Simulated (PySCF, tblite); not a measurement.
# H10NPSi4, a small gas-phase stand-in for a defect centre: NMR shifts, core binding energies and electronic excitations

Wanted: the NMR shifts, core binding energies and electronic excitations for `[SiH3]P[Si]N([SiH3])[SiH3]`. It is drawn as: twofold Si.

Programs: tblite 0.8.0 and PySCF 2.14.0. All values are calculated, for the isolated system unless a continuum is named. Atoms count from 0, parts from 1.

## 1. Starting point

16 atoms, charge 0, multiplicity 1; geometry: distance geometry start.

## 2. Geometry optimisation with GFN2-xTB

The job: settings as JSON, then the geometry in Å.

```
{"job": {"kind": "relax", "xc": "GFN2-xTB", "basis": "xTB"}, "charge": 0, "multiplicity": 1}
Si     0.430994    -0.336820     0.308344
N     -1.116820     0.344421     0.367150
Si    -1.645536     0.449242     1.979783
Si    -2.198765    -0.588374    -0.515165
P      1.736545     1.253879    -0.464712
Si     3.385466    -0.097317    -1.122049
H     -1.686423    -0.894780     2.584666
H     -2.982938     1.075873     2.020321
H     -0.711583     1.268107     2.771002
H     -1.725049    -0.663549    -1.924708
H     -3.536153     0.003693    -0.507346
H     -2.253224    -1.981345     0.029515
H      1.140291     1.429813    -1.730096
H      3.977065    -0.730839     0.078674
H      2.801011    -1.176380    -1.978152
H      4.389916     0.653795    -1.908196
```

With the program's defaults for keys left out, this is: GFN2-xTB geometry optimisation, gas phase.

The run is started by

```bash
OMP_NUM_THREADS=1 python cluster_run.py task.json out
```

This one command runs all jobs of the session in turn.

**Question.** The jobs that follow are: PBE0-D3(BJ)/def2-SVP geometry optimisation, gas phase; GIAO PBE0/pcSseg-1 NMR shielding, non-relativistic, gas phase; delta-SCF UKS SCAN, pcX-2 on the ionised atom, pcseg-1 elsewhere, spin-free X2C; TDDFT CAM-B3LYP/def2-SVPD, vertical, gas phase, core orbitals frozen in the response. Predict: point group; rotational constants (main isotopes); 1H shifts against TMS (PBE0/pcSseg-1); 29Si shifts against TMS (PBE0/pcSseg-1); 15N shifts against NH3 (PBE0/pcSseg-1); 31P shifts against H3PO4 (PBE0/pcSseg-1); Si2p binding energies, SCAN/pcX-2 (standing for 3 of 4 atoms); N1s binding energies, SCAN/pcX-2; P2p binding energies, SCAN/pcX-2; lowest singlet (CAM-B3LYP/def2-SVPD); brightest single state of those computed; lowest triplet; vertical ionisation energy (ΔSCF); vertical electron affinity (ΔSCF).

As calculated:

| quantity | value |
| --- | --- |
| point group | C1 |
| rotational constants (main isotopes) | 1.93, 0.73, 0.64 GHz |
| 1H shifts against TMS (PBE0/pcSseg-1) | 5.47, 5.01, 4.98, 4.96, 4.87, 4.74, 4.02, 3.96, 3.95, 2.54 ppm |
| 29Si shifts against TMS (PBE0/pcSseg-1) | 422.6, -35.1, -54.1, -106.1 ppm |
| 15N shifts against NH3 (PBE0/pcSseg-1) | 152.4 ppm |
| 31P shifts against H3PO4 (PBE0/pcSseg-1) | -175.9 ppm |
| Si2p binding energies, SCAN/pcX-2 (standing for 3 of 4 atoms) | Si3 107.41, Si2 107.36, Si0 106.83 eV |
| N1s binding energies, SCAN/pcX-2 | N1 403.99 eV |
| P2p binding energies, SCAN/pcX-2 | P4 135.66 eV |
| lowest singlet (CAM-B3LYP/def2-SVPD) | 3.00 eV (413 nm), f = 0.009 |
| brightest single state of those computed | state 3, 5.13 eV, f = 0.145 |
| lowest triplet | 1.94 eV |
| vertical ionisation energy (ΔSCF) | 7.88 eV |
| vertical electron affinity (ΔSCF) | 0.53 eV |

In words: The start of the PBE0/def2-SVP relaxation was shaken at random by about 0.01 Å, so part of the energy gained, and of the first lengths quoted, undoes that. Relaxing lowered the energy by 0.499 eV in 15 steps; the close pair that moved most is Si0–P4, from 2.227 to 2.307 Å (PBE0/def2-SVP). Hydrogens of an XH3 group are listed apart at this fixed geometry; free rotation makes them one line at their mean. At PBE0/pcSseg-1: Shielding is most anisotropic at Si0 (span 899 ppm, paramagnetic term -949 ppm). At SCAN/pcX-2: Si3 (silicon bonded to N, 3 H) binds its Si2p electron 0.58 eV more tightly than Si0 (silicon bonded to N, P). Only 3 of the 4 Si atoms are covered by sound results. The lowest singlet, at 3.00 eV, is HOMO→LUMO 0.98 and is weak; of the 6 states computed, the strongest absorption comes from state 3 at 5.13 eV (the last state computed absorbs too, and its partners may lie past the list). The lowest triplet lies 1.06 eV below the lowest singlet (triplets in Tamm-Dancoff, singlets in full TDDFT). The orbital energy would give 7.33 eV for ionisation, ΔSCF gives 7.88 eV. A capped cluster stands for the solid here, so long-range fields and strain are missing, and bands or shifts of the capping hydrogens have no counterpart in it.
